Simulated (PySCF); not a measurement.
# BiH3S3 (Bi(SH)3): the cost of one run

Computed with PySCF 2.14.0. Level: PBE0, Bi def2-SVP with ECP60, S def2-SVP, H def2-SVP; scalar-relativistic core potentials, no spin–orbit coupling.

1 further run of the same task is left out (for a known fault of the program).

## (1) The starting structure

7 atoms, charge 0, spin multiplicity 1.

Bond lengths: Bi1–S2 2.565 Å, Bi1–S4 2.565 Å, Bi1–S6 2.565 Å, S2–H3 1.341 Å, S4–H5 1.341 Å, S6–H7 1.341 Å. Angles: S2–Bi1–S4 120.0°, S2–Bi1–S6 120.0°, S4–Bi1–S6 120.0°, Bi1–S2–H3 104.2°, Bi1–S4–H5 104.2°, Bi1–S6–H7 104.2°.

As a file:

```xyz
7
BiH3S3
Bi    0.0000    0.0000    0.0000
S     2.5650    0.0000    0.0000
H     2.8950    0.0000    1.3000
S    -1.2825    2.2214    0.0000
H    -1.4475    2.5071    1.3000
S    -1.2825   -2.2214    0.0000
H    -1.4475   -2.5071    1.3000
```

Formal oxidation states: Bi +3.

## (2) SCF at the start, singlet

Contents of run.py (the lines that set the calculation):

```python
mol = gto.M(atom='''
Bi     0.00000     0.00000     0.00000
S      2.56500     0.00000     0.00000
H      2.89500     0.00000     1.30000
S     -1.28250     2.22140     0.00000
H     -1.44750     2.50710     1.30000
S     -1.28250    -2.22140     0.00000
H     -1.44750    -2.50710     1.30000''',
    basis={'Bi': 'def2-SVP', 'S': 'def2-SVP', 'H': 'def2-SVP'},
    ecp={'Bi': 'def2-SVP'},
    charge=0, spin=0)
mf = dft.RKS(mol, xc='PBE0')
mf.grids.atom_grid = (50, 194)
mf = mf.density_fit()  # fitting sets: Bi def2-universal-JKFIT, S def2-universal-JKFIT, H def2-universal-JKFIT
mf.conv_tol = 1e-08; mf.max_cycle = 55
mf.kernel(dm0)  # dm0: free metal ions and neutral atoms
```

Started as:

```
OMP_NUM_THREADS=2 python run.py
```

**Question.** How long does this run take on 2 threads of Arm Neoverse V1, shared host, and how much memory does it need?

About 2.6 s, with a peak of 0.46 GiB.
